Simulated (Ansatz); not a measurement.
# Cl₄H₂O₂W: taking an electron away

An exercise on one series of results from a longer session: the logs are not shown, and one member is left open.

Computed with Ansatz 0.2.0, Gaussian basis. Level: unrestricted cation, the program's frozen cores in correlated methods.

Levels to be run: UKS PBE-D4/def2-TZVPP; UKS r2SCAN-D4/def2-TZVPP; UKS PBE0-D4/def2-TZVPP; UKS B3LYP-D4/def2-TZVPP; UKS wB97X-V/def2-TZVPP; UKS wB97M-V/def2-TZVPP; UKS B2PLYP/def2-TZVPP; UHF-CCSD(T)/def2-TZVPP; UHF-MP2/def2-QZVPP; extrapolation to the limit; then −ε(HOMO) from the neutral's earlier runs with LDA (SPW92), PBE-D4, revPBE-D4, BLYP-D4, r2SCAN-D4, B97M-V, PBE0-D4, B3LYP-D4, r2SCANh-D4, r2SCAN0-D4, HSE06-D4, BHLYP-D4, CAM-B3LYP-D4, LC-ωPBE, ωB97X-V, ωB97M-V.

### Structure used throughout

The geometry comes from an earlier relaxation with PBE0-D4 in a triple-zeta def2 set; it is a stationary point, not always the lowest conformer. W takes the def2 core potential; no spin-orbit term is included.

9 atoms, charge 0, spin multiplicity 1.

Atoms are counted from 1 here; the program's logs count them from 0.

Bond lengths: O1–W2 1.844 Å, O1–H8 0.962 Å, W2–O3 1.844 Å, W2–Cl4 2.388 Å, W2–Cl5 2.311 Å, W2–Cl6 2.280 Å, W2–Cl7 2.311 Å, O3–H9 0.962 Å. Angles: W2–O1–H8 130.6°, O1–W2–O3 162.6°, O1–W2–Cl4 81.3°, O1–W2–Cl5 90.3°, O1–W2–Cl6 98.7°, O1–W2–Cl7 90.3°, O3–W2–Cl4 81.3°, O3–W2–Cl5 90.3°, O3–W2–Cl6 98.7°, O3–W2–Cl7 90.3°, Cl4–W2–Cl5 91.9°, Cl4–W2–Cl6 180.0°, Cl4–W2–Cl7 91.9°, Cl5–W2–Cl6 88.1°, Cl5–W2–Cl7 176.2°, Cl6–W2–Cl7 88.1°, W2–O3–H9 130.6°.

Coordinates:

```xyz
9
charge 0, multiplicity 1
O    -1.7010   -0.5758    0.3115
W    -0.0415    0.2199    0.2004
O     1.6952    0.6068   -0.2832
Cl    0.2886   -1.5290   -1.3920
Cl   -0.8280    1.6598   -1.4278
Cl   -0.3567    1.8897    1.7208
Cl    0.7236   -1.1065    1.9320
H    -2.0610   -1.3384   -0.1507
H     2.2808    0.1736   -0.9109
```

The first run:

File in.yaml:

```yaml
crystal:
  periodic: [false, false, false]
  atoms:
    - {symbol: O, position_ang: [-1.701029, -0.575832, 0.311480]}
    - {symbol: W, position_ang: [-0.041489, 0.219863, 0.200403]}
    - {symbol: O, position_ang: [1.695161, 0.606751, -0.283198]}
    - {symbol: Cl, position_ang: [0.288648, -1.529032, -1.391988]}
    - {symbol: Cl, position_ang: [-0.827962, 1.659762, -1.427809]}
    - {symbol: Cl, position_ang: [-0.356686, 1.889725, 1.720839]}
    - {symbol: Cl, position_ang: [0.723550, -1.106458, 1.931951]}
    - {symbol: H, position_ang: [-2.060995, -1.338366, -0.150747]}
    - {symbol: H, position_ang: [2.280811, 0.173577, -0.910941]}
basis:
  gaussian: {orbitals: def2-TZVPP}
total_charge: 1
magnetization: {spin_polarized: true, initial_magnetization: 1}
hamiltonian: {xc: pbe, dispersion: d4}
```

Started as:

```
> ansatz run in.yaml --threads 2 --pin off --events-out ev --progress --plain --max-ram 20480MiB --backend cuda --devices 0, --max-vram 18GiB
```

Among the steps run: Cation, UKS PBE-D4/def2-TZVPP; Cation, UKS r2SCAN-D4/def2-TZVPP; Cation, UKS PBE0-D4/def2-TZVPP; Cation, UKS B3LYP-D4/def2-TZVPP; Cation, UKS wB97X-V/def2-TZVPP; Cation, UKS wB97M-V/def2-TZVPP; Cation, UKS B2PLYP (frozen core)/def2-TZVPP; Cation, UHF-CCSD(T)/def2-TZVPP; Cation, UHF-MP2/def2-QZVPP.

One of the session's tables, all rows but one given; the rest of the session is left out.

For comparison, −ε(HOMO) of the neutral from earlier runs:

```
  functional  −ε(HOMO) (eV)
 LDA (SPW92)           7.47
      PBE-D4           7.32
   revPBE-D4           7.26
     BLYP-D4           7.14
   r2SCAN-D4           7.69
      B97M-V              ?
     PBE0-D4           8.67
    B3LYP-D4           8.39
  r2SCANh-D4           8.18
  r2SCAN0-D4           8.92
    HSE06-D4           8.27
    BHLYP-D4           9.88
CAM-B3LYP-D4           9.98
     LC-ωPBE          11.39
     ωB97X-V          11.02
     ωB97M-V          10.85
```

**Question.** Estimate the row for B97M-V.

The run gave: −ε(HOMO) (eV): 7.77. In the column «−ε(HOMO) (eV)» it lies between r2SCAN-D4 (7.69) and r2SCANh-D4 (8.18).
